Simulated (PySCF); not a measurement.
# Si(vinyl)2(OtBu)2: geometry, NMR shifts

Aim: predict the NMR shifts of Si(vinyl)2(OtBu)2 (`C=C[Si](C=C)(OC(C)(C)C)OC(C)(C)C`).

Programs: PySCF 2.14.0, with density-fitted response routines of our own. Each step states its level of theory. These are calculated values for one molecule in the gas phase, unless marked as measured. Atoms count from 0, in the outputs and in this text.

**1. The starting structure**

39 atoms, charge 0, multiplicity 1; geometry from: GFN2-xTB. The atoms were then displaced at random by about 0.03 Å, so the start is not that level's minimum.

Bonds of the start (Å): Si0–C1 1.88, Si0–C6 1.88, Si0–O11 1.70, Si0–O25 1.57, C1–C2 1.29, C1–H3 1.00, C2–H4 1.11, C2–H5 1.10, C6–C7 1.35, C6–H8 1.07, C7–H9 1.09, C7–H10 0.99, O11–C12 1.52, C12–C13 1.56, C12–C14 1.46, C12–C15 1.46, C13–H16 1.04, C13–H17 1.08, C13–H18 1.08, C14–H19 1.11, C14–H20 1.13, C14–H21 1.12, C15–H22 1.09, C15–H23 1.11, C15–H24 1.03, O25–C26 1.50, C26–C27 1.52, C26–C28 1.50, C26–C29 1.60, C27–H30 1.11 and more.

**2. Optimising the geometry at PBE0-D3(BJ)/def2-SVP**

Job settings and geometry (Å):

```
{"job": {"xc": "PBE0", "basis": "def2-SVP", "d3": "d3bj", "grid": 1, "maxiter": 40, "shake": 0.03, "kind": "geom"}, "charge": 0, "multiplicity": 1}
Si     0.677510     0.339700     0.330680
C      0.697330     0.382420     2.209050
C      1.538660     1.059240     2.910270
H      0.082990    -0.195710     2.740050
H      2.345250     1.658770     2.437780
H      1.603680     1.053820     4.008990
C      2.344690     0.850400    -0.372370
C      2.616310     1.848750    -1.243300
H      3.143330     0.273060     0.037220
H      1.769070     2.453470    -1.566180
H      3.537300     2.040810    -1.565430
O     -0.320490     1.595420    -0.223700
C     -1.823430     1.792060    -0.331550
C     -2.440910     1.301720     1.018180
C     -1.999590     3.226050    -0.509950
C     -2.285270     0.998430    -1.461550
H     -3.450600     1.540440     0.979800
H     -2.268970     0.241250     1.129750
H     -1.938500     1.779250     1.847710
H     -1.667760     3.837930     0.349160
H     -3.098860     3.460460    -0.636940
H     -1.454980     3.532480    -1.438100
H     -2.014760    -0.056670    -1.407270
H     -1.838040     1.308310    -2.425320
H     -3.314210     1.033670    -1.548130
O     -0.028910    -0.961660    -0.204000
C      0.532480    -2.352580    -0.281210
C      1.395670    -2.648850     0.931800
C     -0.636920    -3.274890    -0.493010
C      1.388180    -2.312440    -1.634490
H      1.722490    -3.700110     0.817190
H      2.235080    -2.032530     0.942170
H      0.765480    -2.553350     1.817550
H     -1.267600    -3.205460     0.426230
H     -0.309510    -4.254060    -0.614330
H     -1.241470    -2.982230    -1.317180
H      2.236760    -1.567100    -1.456440
H      0.863150    -2.142810    -2.469600
H      1.797660    -3.336260    -1.801600
```

Run with:

```sh
$ OMP_NUM_THREADS=2 python probes_run.py task.json out
```

One launch serves the whole session: the jobs run in the order shown.

**Question.** This job is followed by: GIAO PBE0/pcSseg-1 NMR shielding, non-relativistic, gas phase; GIAO wB97X-D/pcSseg-1 NMR shielding, non-relativistic, gas phase. Predict these results of the whole session: point group; rotational constants (main isotopes); 13C shifts against TMS (PBE0/pcSseg-1, means over atoms taken as alike); 1H shifts against TMS (PBE0/pcSseg-1, means over atoms taken as alike); 29Si shifts against TMS (PBE0/pcSseg-1); 17O shifts against H2O (PBE0/pcSseg-1, means over atoms taken as alike); surface potential, 1st and 99th percentile; range of the shift of O11.

The runs gave:

| quantity | value |
| --- | --- |
| point group | C1 |
| rotational constants (main isotopes) | 0.62, 0.42, 0.36 GHz |
| 13C shifts against TMS (PBE0/pcSseg-1, means over atoms taken as alike) | 145.8, 145.5, 72.2, 33.3 ppm |
| 1H shifts against TMS (PBE0/pcSseg-1, means over atoms taken as alike) | 6.35, 6.34, 1.34 ppm |
| 29Si shifts against TMS (PBE0/pcSseg-1) | -37.8 ppm |
| 17O shifts against H2O (PBE0/pcSseg-1, means over atoms taken as alike) | 110.9 ppm |
| surface potential, 1st and 99th percentile | -1.14 V and 0.69 V |
| range of the shift of O11 | 104.7 to 110.9 ppm |

**Reading.** The start was shaken at random, so part of the energy gained undoes that. Over 11 steps the energy fell by 2.182 eV; of the close pairs, C1–H3 changed most, 0.997 to 1.099 Å. At PBE0/pcSseg-1, counted by nearest atom on the grid, the HOMO lies on O11 31 %; C1, C2 about 16 % each, the LUMO on C2, C6, C7 about 15 % each; C1 12 %. Across the 2 runs the shift of O11 (with its like atoms) moves most, between 104.7 (wB97X-D/pcSseg-1) and 110.9 ppm (PBE0/pcSseg-1).
